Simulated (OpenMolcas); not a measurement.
# InH3O (InH2(OH)): HF/def2-TZVPP (core potential)

Aim: the electrostatic solvation energy at fixed shape (PCM, carbontetrachloride) of InH3O (InH2(OH)) at HF/def2-TZVPP (core potential), from 2 runs. 

The results are computed with OpenMolcas 26.06.

3 further runs of the same task are left out: 3 set aside as unsound or not needed.

## (1) Starting point

The species is InH3O (5 atoms), meant as a singlet with charge 0. As SMILES, `[H][In]([H])[OH]`. The shape comes from GFN2-xTB, which is rough for such elements, and wasn't checked as a minimum.

Bond lengths: In1–O4 1.926 Å, In1–H2 1.685 Å, In1–H3 1.704 Å, O4–H5 0.956 Å. Angles: In1–O4–H5 123.8°, H2–In1–O4 112.6°, H3–In1–O4 121.5°, H2–In1–H3 125.9°.

## (2) The charge distribution at HF/def2-TZVPP (core potential)

Input file mol.inp:

```
&GATEWAY
COORD
5
angstrom
In       0.340170       0.465720      -0.104120
H        2.012910       0.451630      -0.310070
H       -0.660060       1.845200      -0.135400
O       -0.382610      -1.293370       0.200710
H       -1.310410      -1.469180       0.348880
BASIS=def2-TZVPP
GROUP=NoSym
&SEWARD
&SCF
PRORBITALS=1
&LOCALISATION
PAO
```

On the command line:

```
$ export MOLCAS_MEM=1860
$ pymolcas mol.inp > mol.log
```

The program printed:

```text
--- Start Module: gateway ---
[...]
--- Stop Module: gateway /rc=_RC_ALL_IS_WELL_ ---
[...]
      Basis functions          123
[...]
--- Start Module: scf ---
[...]
       Convergence after  11 Iterations
[...]
::    Total SCF energy                               -265.8420643402
[...]
      Total spin, S                                     0.0000000000
[...]
      Total electronic charge=   32.000000
      Total            charge=   -0.000000
[...]
      Dipole Moment (debye):
      Origin of the operator (angstrom)=    0.2465    0.2513   -0.0661
                   X= -9.2974E-01               Y=  1.3509E+00               Z= -5.2860E-02           Total=  1.6408E+00
      Quadrupole Moment (debye*angstrom):
[...]
--- Stop Module: scf /rc=_RC_ALL_IS_WELL_ ---
[...]
--- Start Module: localisation ---
[...]
--- Stop Module: localisation /rc=_RC_ALL_IS_WELL_ ---
[...]
```

It took 16 s on 1 thread of Arm Neoverse V1, shared host; peak memory 0.8 GiB.

Atomic charges (e):

| atom | Mulliken |
| --- | --- |
| In1 | +0.875 |
| H2 | -0.190 |
| H3 | -0.192 |
| O4 | -0.699 |
| H5 | +0.206 |

## (3) Energy and one-electron properties at HF/def2-TZVPP (core potential, PCM carbontetrachloride)

Input file mol.inp:

```
* H3InO Hartree-Fock

&GATEWAY
  Coord
  5
  angstrom
  In       0.340170       0.465720      -0.104120
  H        2.012910       0.451630      -0.310070
  H       -0.660060       1.845200      -0.135400
  O       -0.382610      -1.293370       0.200710
  H       -1.310410      -1.469180       0.348880
  Basis=def2-TZVPP
  Group=NoSym
  RF-Input
  PCM-Model
  Solvent=carbontetrachloride
  End of RF-Input

&SEWARD

&SCF
  PrOrbitals=1

&LOCALISATION
  PAO
```

On the command line:

```
$ export MOLCAS_MEM=1860
$ pymolcas mol.inp > mol.log
```

The program printed:

```text
--- Start Module: gateway ---
[...]
--- Stop Module: gateway /rc=_RC_ALL_IS_WELL_ ---
[...]
      Basis functions          123
[...]
--- Start Module: scf ---
[...]
       Convergence after  11 Iterations
[...]
::    Total SCF energy                               -265.8467731402
[...]
      Total spin, S                                     0.0000000000
[...]
      Total electronic charge=   32.000000
      Total            charge=   -0.000000
[...]
      Dipole Moment (debye):
      Origin of the operator (angstrom)=    0.2465    0.2513   -0.0661
                   X= -1.0501E+00               Y=  1.4568E+00               Z= -5.0746E-02           Total=  1.7965E+00
      Quadrupole Moment (debye*angstrom):
[...]
--- Stop Module: scf /rc=_RC_ALL_IS_WELL_ ---
[...]
--- Start Module: localisation ---
[...]
--- Stop Module: localisation /rc=_RC_ALL_IS_WELL_ ---
[...]
```

Run time: 20 s. Hardware: 1 thread of Arm Neoverse V1, shared host; peak memory 0.8 GiB.

Atomic charges (e):

| atom | Mulliken |
| --- | --- |
| In1 | +0.920 |
| H2 | -0.206 |
| H3 | -0.207 |
| O4 | -0.731 |
| H5 | +0.223 |

## (4) Summary of results

Level: HF/def2-TZVPP (core potential).

```
                                        quantity          value
                         gas phase: total energy  -265.84206 Eh
                        gas phase: dipole moment         1.64 D
                          gas phase: HOMO energy      -11.17 eV
                          gas phase: LUMO energy        0.86 eV
                        gas phase: HOMO–LUMO gap       12.03 eV
          PCM, carbontetrachloride: total energy  -265.84677 Eh
         PCM, carbontetrachloride: dipole moment         1.80 D
           PCM, carbontetrachloride: HOMO energy      -11.13 eV
           PCM, carbontetrachloride: LUMO energy        1.02 eV
         PCM, carbontetrachloride: HOMO–LUMO gap       12.14 eV
energy change from gas to solvent at fixed shape      -0.128 eV
```

The solvent model (PCM, carbontetrachloride) lowers the energy by 0.13 eV (−12.4 kJ/mol) at the same shape. It holds the electrostatic part alone, without cavity or dispersion terms.
